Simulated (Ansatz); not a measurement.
Geometry optimisation, Ansatz 0.2.0, DFT PBE-D3(BJ), scalar-relativistic, plane waves, PAW.

Input file:

```yaml
crystal:
  lattice:
    - [6.42, 0.0, 0.0]
    - [-4.815, 8.339825, 0.0]
    - [0.0, 0.0, 5.21304]
  atoms:
    - { symbol: Mg, position: [0.0, 0.0, 0.0] }
    - { symbol: Mg, position: [0.16666666, 0.22222221, 0.5] }
    - { symbol: Mg, position: [-1.0e-08, 0.33333332, 0.0] }
    - { symbol: Mg, position: [0.16666665, 0.55555553, 0.5] }
    - { symbol: Mg, position: [-2.0e-08, 0.66666664, 0.0] }
    - { symbol: Mg, position: [0.16666664, 0.88888885, 0.5] }
    - { symbol: Mg, position: [0.5, 0.0, 0.0] }
    - { symbol: Mg, position: [0.66666666, 0.22222221, 0.5] }
    - { symbol: Mg, position: [0.49999999, 0.33333332, 0.0] }
    - { symbol: Mg, position: [0.66666665, 0.55555553, 0.5] }
    - { symbol: Mg, position: [0.49999998, 0.66666664, 0.0] }
    - { symbol: Mg, position: [0.66666664, 0.88888885, 0.5] }
    - { symbol: Li, position: [0.31801404, 0.43258206, 1.23609991] }
basis:
  ecutwfc: 420.0
kpoints:
  mp_grid: { grid: [4, 3, 4] }
hamiltonian:
  xc: pbe
  dispersion: d3bj
scf:
  occupations: { method: gaussian, width: 0.15 }
  lower_state_search: "off"
relax:
  f_tol: 0.03
  max_steps: 60
  adjacent_minimum: "off"
```

Launched with:

```bash
$ ansatz run input.yaml --threads 4 --pin off --max-ram 10240MiB --backend cpu --events-out ev --progress --plain --runs-dir out
```

Problem. Where does it end, and by what steps?

Solution. It converged. The force dipped under the threshold on the way, but the program's further checks kept it going. Limits of this set-up: coarse k mesh, a small cell, in which the defect meets its images, a typed lattice constant that wasn't relaxed here. After 10 steps the energy has fallen by 1.220 eV; Mg3 moved furthest, 0.84 Å. Parted: Mg3–Mg11 (3.21 → 4.37 Å). Joined: Mg5–Li13 (3.92 → 2.88 Å).

```csv
step,energy less start (eV),largest force component (eV/Å),accepted
0,0.0000,1.409,yes
1,-0.8737,0.482,yes
2,-1.0490,0.160,yes
3,-1.0830,0.087,yes
4,-1.1234,0.150,yes
5,-1.1661,0.169,yes
6,-1.2031,0.080,yes
7,-1.2194,0.016,yes
8,-1.2194,0.016,yes
9,-1.2194,0.031,no
10,-1.2200,0.009,yes
```

```xyz
13
Lattice="6.4200 0.0000 0.0000 -4.8150 8.3398 0.0000 0.0000 0.0000 5.2130" Properties=species:S:1:pos:R:3
Mg 0.136 0.100 0.089
Mg 0.184 1.790 2.577
Mg -1.854 2.205 -0.566
Mg -1.543 4.868 3.202
Mg -3.038 5.345 0.390
Mg -3.265 7.385 2.724
Mg 3.146 -0.266 0.033
Mg 3.264 1.989 2.158
Mg 1.614 2.783 -0.170
Mg 1.601 4.656 2.695
Mg 0.421 5.883 0.059
Mg 0.003 7.587 2.665
Li -0.710 3.764 6.228
```

Whether the end is a true minimum wasn't checked by a vibrational analysis.

Time of the run: 26 s on 4 threads of AMD EPYC 9R45 96-Core Processor (Zen 5), with other jobs on the host, peak memory 0.99 GiB.
